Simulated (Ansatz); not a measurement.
# TiSiMo4: one candidate of a structure search

Where does this trial cell of TiSiMo4 go when cell and atoms are let free?

Program: Ansatz 0.2.0. Level of theory: DFT PBE, scalar-relativistic, plane waves, PAW. These are calculated values, not measurements.

### Step 1. Starting point

The structure is cubic, space group F-43m (No. 216). Conventional cell: a = 7.505 Å, b = 7.505 Å, c = 7.505 Å, α = 90.00°, β = 90.00°, γ = 90.00°. Around Ti (site symmetry -43m) lie 12 Mo at 3.11 Å and 4 Si at 3.25 Å. Around Si (site symmetry -43m) lie 12 Mo at 3.11 Å and 4 Ti at 3.25 Å. Mo (site symmetry 3m) is surrounded by 6 Mo at 2.65 to 2.66 Å and 3 Ti at 3.11 Å and 3 Si at 3.11 Å.

Structure file:

```
Ti Si Mo
1.0
     0.00000    3.75246    3.75246
     3.75246    0.00000    3.75246
     3.75246    3.75246    0.00000
Ti Si Mo
1 1 4
Direct
  0.75000 0.75000 0.75000
  0.00000 0.00000 0.00000
  0.87407 0.37531 0.37531
  0.37531 0.37531 0.37531
  0.37531 0.87407 0.37531
  0.37531 0.37531 0.87407
```

The cell is invented: species swapped into a database cell of CeLuAl4 (F-43m, No. 216), with Ti on the Ce sites, Si on the Lu sites and Mo on the Al sites. Its size is a rough estimate.

### Step 2. A first look at the guess

File input.yaml:

```yaml
crystal:
  lattice:
    - [0.0, 3.75246244, 3.75246244]
    - [3.75246244, 0.0, 3.75246244]
    - [3.75246244, 3.75246244, 0.0]
  atoms:
    - { symbol: Ti, position: [0.75, 0.75, 0.75] }
    - { symbol: Si, position: [0.0, 0.0, 0.0] }
    - { symbol: Mo, position: [0.87407401, 0.37530866, 0.37530866] }
    - { symbol: Mo, position: [0.37530866, 0.37530866, 0.37530866] }
    - { symbol: Mo, position: [0.37530866, 0.87407401, 0.37530866] }
    - { symbol: Mo, position: [0.37530866, 0.37530866, 0.87407401] }
basis:
  ecutwfc: 420
kpoints:
  mp_grid: { grid: [4, 4, 4] }
hamiltonian:
  xc: pbe
scf:
  occupations: { method: gaussian, width: 0.1 }
  lower_state_search: "off"
output:
  forces: true
  stress: true
  eigenvalues: true
```

On the command line:

```bash
$ ansatz run input.yaml --threads 1 --pin off --max-ram 2560MiB --backend cpu --events-out ev --progress --plain --runs-dir out
```

Further runs follow: rough relaxation on the coarse mesh; spin check on a coarse mesh; full relaxation.

Before running it: what results should come out? Wanted: conventional cell; volume; energy over the elements; gap on the mesh.

**Answer**, as computed:

```
                              quantity                                                                      value
symmetry at the end (tolerance 0.05 Å)                                                space group F-43m (No. 216)
                     conventional cell  a = 7.327 Å, b = 7.327 Å, c = 7.327 Å, α = 90.00°, β = 90.00°, γ = 90.00°
                                volume                                                              16.39 Å³/atom
              energy over the elements                                                              +0.22 eV/atom
                       gap on the mesh                                                               none (metal)
```

In words: The space group F-43m (No. 216) is kept, and the volume per atom shrinks by 6.9 % from the first guess. The formation energy is positive, so the separate elements lie lower. No finished test with a distortion of lower symmetry is shown, so the end may be a saddle point. Other magnetic orders were not searched.
